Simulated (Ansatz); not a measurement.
# BFGaH₃O: a ladder of functionals and wavefunction methods

Aim: compute BFGaH₃O with functionals from several rungs and with coupled cluster, and see how far each lands from CCSD(T) at the basis-set limit for the atomisation energy.

Computed with Ansatz 0.2.0, Gaussian basis. Level: functionals in def2-TZVPP, the program's frozen cores in correlated methods.

Plan: LDA (SPW92), PBE-D4, revPBE-D4, BLYP-D4, r2SCAN-D4, B97M-V, PBE0-D4, B3LYP-D4, r2SCANh-D4, r2SCAN0-D4, HSE06-D4, BHLYP-D4, CAM-B3LYP-D4, LC-ωPBE, ωB97X-V, ωB97M-V, B2PLYP, PBE-QIDH; CCSD(T)/def2-SVP; CCSD(T)/def2-TZVPP; MP2/def2-QZVPP; extrapolation to the limit; RPA on PBE.

## (1) The relaxed structure

The geometry comes from an earlier relaxation with PBE0-D4 in a triple-zeta def2 set; it is a stationary point, not always the lowest conformer.

SMILES `[BH2][Ga]([OH])[F]`, 7 atoms, charge 0, spin multiplicity 1.

Atoms are counted from 1 here; the program's logs count them from 0.

Bond lengths: B1–Ga2 2.071 Å, B1–H5 1.193 Å, B1–H6 1.193 Å, Ga2–O3 1.779 Å, Ga2–F4 1.768 Å, O3–H7 0.961 Å. Angles: Ga2–B1–H5 120.8°, Ga2–B1–H6 120.8°, H5–B1–H6 118.3°, B1–Ga2–O3 127.6°, B1–Ga2–F4 121.3°, O3–Ga2–F4 111.2°, Ga2–O3–H7 112.8°.

## (2) LDA

This LDA is Slater exchange with PW92 correlation.

File in.yaml:

```yaml
crystal:
  periodic: [false, false, false]
  atoms:
    - {symbol: B, position_ang: [-0.974574, 1.216300, -0.311285]}
    - {symbol: Ga, position_ang: [0.142489, -0.487050, 0.060700]}
    - {symbol: O, position_ang: [1.861611, -0.580297, 0.507892]}
    - {symbol: F, position_ang: [-0.578024, -2.097699, -0.044315]}
    - {symbol: H, position_ang: [-1.055815, 1.665467, -1.413349]}
    - {symbol: H, position_ang: [-1.561609, 1.766557, 0.569360]}
    - {symbol: H, position_ang: [2.165922, -1.483278, 0.631007]}
basis:
  gaussian: {orbitals: def2-TZVPP}
hamiltonian: {xc: lda}
output: {orbitals: {seedname: orbitals}}
```

The run is started by

```
ansatz run in.yaml --threads 2 --pin off --events-out ev --progress --plain --max-ram 4352MiB
```

The runs that follow: PBE-D4 (GGA); revPBE-D4 (GGA); BLYP-D4 (GGA); r2SCAN-D4 (meta-GGA); B97M-V (meta-GGA); B3LYP-D4 (hybrid); r2SCANh-D4 (hybrid); r2SCAN0-D4 (hybrid); HSE06-D4 (hybrid); BHLYP-D4 (hybrid); CAM-B3LYP-D4 (range-separated); LC-ωPBE (range-separated); ωB97X-V (range-separated); ωB97M-V (range-separated); B2PLYP (double hybrid); PBE-QIDH (double hybrid); CCSD(T) in def2-SVP; CCSD(T) in def2-TZVPP; MP2 in def2-QZVPP; RPA on PBE orbitals.

Before running them: what should the planned runs give, taken together? Wanted: atomisation energy, CCSD(T)/CBS; farthest beyond LDA; mean size of error, GGA; mean size of error, meta-GGA; mean size of error, hybrid; mean size of error, range-separated; mean size of error, double hybrid; gap, smallest and largest; T1 diagnostic.

As calculated:

| quantity | value |
| --- | --- |
| atomisation energy, CCSD(T)/CBS | 2316.0 kJ/mol |
| functionals within 23.2 kJ/mol (1.0 %) | PBE-D4, BLYP-D4, r2SCAN-D4, B97M-V, r2SCANh-D4, CAM-B3LYP-D4, LC-ωPBE, ωB97X-V, ωB97M-V |
| farthest beyond LDA | BHLYP-D4 (-105.7 kJ/mol) |
| mean size of error, GGA | 31.4 kJ/mol |
| mean size of error, meta-GGA | 8.1 kJ/mol |
| mean size of error, hybrid | 45.7 kJ/mol |
| mean size of error, range-separated | 3.7 kJ/mol |
| mean size of error, double hybrid | 28.2 kJ/mol |
| gap, smallest and largest | 3.22 eV (LDA (SPW92)), 10.94 eV (LC-ωPBE) |
| T1 diagnostic | 0.0142 |
| triples share of the correlation energy | 3.4 % |

**Reading.** The LDA atomisation energy is off by 334.6 kJ/mol (14 %): it overbinds. PBE-D4 is off by +19.6 kJ/mol. Double hybrids carry the basis error of their MP2 part in triple zeta, and no dispersion term here, so their miss is partly the set-up's. The rungs range-separated, meta-GGA miss on average by less than the doubt on the reference (23.2 kJ/mol), so they tie. Misses under about 23.2 kJ/mol are within the doubt on the reference itself, which lacks core-valence correlation, relativity and higher excitations, and its outer-core shells are covered unevenly. Hartree-Fock recovers 72 % of the binding; the rest is correlation. CCSD(T) in def2-SVP is off by -144.6 kJ/mol, more than most functionals: a good method in a small basis is no reference. The gap grows from 3.2 to 10.9 eV across the functionals, mostly with the share of exact exchange. Correlated methods include outer-core shells of Ga, which these sets cover unevenly.
